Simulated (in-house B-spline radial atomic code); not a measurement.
# Co⁴⁺: excited configurations

Wanted: excitation energies of Co⁴⁺ as differences of total energies (ΔSCF).

The numbers are computed with in-house B-spline radial atomic code version 1 (non-relativistic PBE0, spin-polarised, spherical density, exact exchange averaged over the configuration, point nucleus, basis-set limit), except any that are marked as measured or tabulated.

**1. What is computed**

- element: cobalt (Z = 27)
- charge: +4
- electrons: 23
- configuration: [Ar] 3d5
- Hamiltonian: non-relativistic
- nucleus: point

Outer shells as boxes (Hund's rule):

[Ar] 3d5
```
[Ar] core
3d [↑ ][↑ ][↑ ][↑ ][↑ ]
```

Where spins are not typed, each open shell is filled with up spins first.

**2. Reference run**

Settings of the run:

```ini
Z = 27
electrons = 23.0
configuration = [Ar] 3d5
hamiltonian = nr
method = pbe0
spin_polarised = True
exact_exchange = averaged over the configuration
```

Launch:

```bash
$ python run_scf.py task.json out
```

task.json lists these runs, among others, and the program works through them in turn.

**3. [Ar] 3d4 4f1**

Changes to the settings of step 2:

```diff
@@ -2,3 +2,3 @@
 electrons = 23.0
-configuration = [Ar] 3d5
+configuration = [Ar] 3d4 4f1
 hamiltonian = nr
```

**4. Configuration [Ne] 3s2 3p5 3d5 4d1**

Changes to the settings of step 3:

```diff
@@ -2,3 +2,3 @@
 electrons = 23.0
-configuration = [Ar] 3d4 4f1
+configuration = [Ne] 3s2 3p5 3d5 4d1
 hamiltonian = nr
```

**5. [Ar] 3d4 4s1**

Changes to the settings of step 4:

```diff
@@ -2,3 +2,3 @@
 electrons = 23.0
-configuration = [Ne] 3s2 3p5 3d5 4d1
+configuration = [Ar] 3d4 4s1
 hamiltonian = nr
```

**6. Run with [Ar] 3d4 4d1**

Changes to the settings of step 5:

```diff
@@ -2,3 +2,3 @@
 electrons = 23.0
-configuration = [Ar] 3d4 4s1
+configuration = [Ar] 3d4 4d1
 hamiltonian = nr
```

**7. Configuration [Ne] 3s2 3p5 3d5 4p1**

Changes to the settings of step 6:

```diff
@@ -2,3 +2,3 @@
 electrons = 23.0
-configuration = [Ar] 3d4 4d1
+configuration = [Ne] 3s2 3p5 3d5 4p1
 hamiltonian = nr
```

**8. [Ne] 3s2 3p5 3d5 4f1**

Changes to the settings of step 7:

```diff
@@ -2,3 +2,3 @@
 electrons = 23.0
-configuration = [Ne] 3s2 3p5 3d5 4p1
+configuration = [Ne] 3s2 3p5 3d5 4f1
 hamiltonian = nr
```

**9. Configuration [Ne] 3s2 3p5 3d6**

Changes to the settings of step 8:

```diff
@@ -2,3 +2,3 @@
 electrons = 23.0
-configuration = [Ne] 3s2 3p5 3d5 4f1
+configuration = [Ne] 3s2 3p5 3d6
 hamiltonian = nr
```

**10. Run with [Ar] 3d4 4p1**

Changes to the settings of step 9:

```diff
@@ -2,3 +2,3 @@
 electrons = 23.0
-configuration = [Ne] 3s2 3p5 3d6
+configuration = [Ar] 3d4 4p1
 hamiltonian = nr
```

**11. Configuration [Ne] 3s2 3p5 3d5 4s1**

Changes to the settings of step 10:

```diff
@@ -2,3 +2,3 @@
 electrons = 23.0
-configuration = [Ar] 3d4 4p1
+configuration = [Ne] 3s2 3p5 3d5 4s1
 hamiltonian = nr
```

Q: How far above the reference does each configuration lie (order and size, in eV)?

As calculated:

| net move | configuration | 2|M_S|+1 | energy above the reference (eV) | largest <r> (bohr) |
| --- | --- | --- | --- | --- |
| 3d → 4s | [Ar] 3d4 4s1 | 6 | 26.043 | 1.97 |
| 3d → 4p | [Ar] 3d4 4p1 | 6 | 34.986 | 2.17 |
| 3d → 4d | [Ar] 3d4 4d1 | 6 | 48.120 | 2.69 |
| 3d → 4f | [Ar] 3d4 4f1 | 6 | 57.891 | 3.38 |
| 3p → 3d | [Ne] 3s2 3p5 3d6 | 6 | 58.838 | 0.892 |
| 3p → 4s | [Ne] 3s2 3p5 3d5 4s1 | 8 | 77.459 | 1.96 |
| 3p → 4p | [Ne] 3s2 3p5 3d5 4p1 | 8 | 86.457 | 2.16 |
| 3p → 4d | [Ne] 3s2 3p5 3d5 4d1 | 8 | 99.681 | 2.67 |
| 3p → 4f | [Ne] 3s2 3p5 3d5 4f1 | 8 | 109.56 | 3.36 |

**Reading.** The lowest of them is 3d → 4s at 26.043 eV and the highest 3p → 4f at 109.56 eV. Two partly filled shells share a symmetry and can mix in the average, which may lower the energy, for: 3d → 4d. The reference has 2|M_S|+1 = 6; 4 of the configurations differ from it in spin. These are spherical averages at the typed spins, not spectroscopic levels.
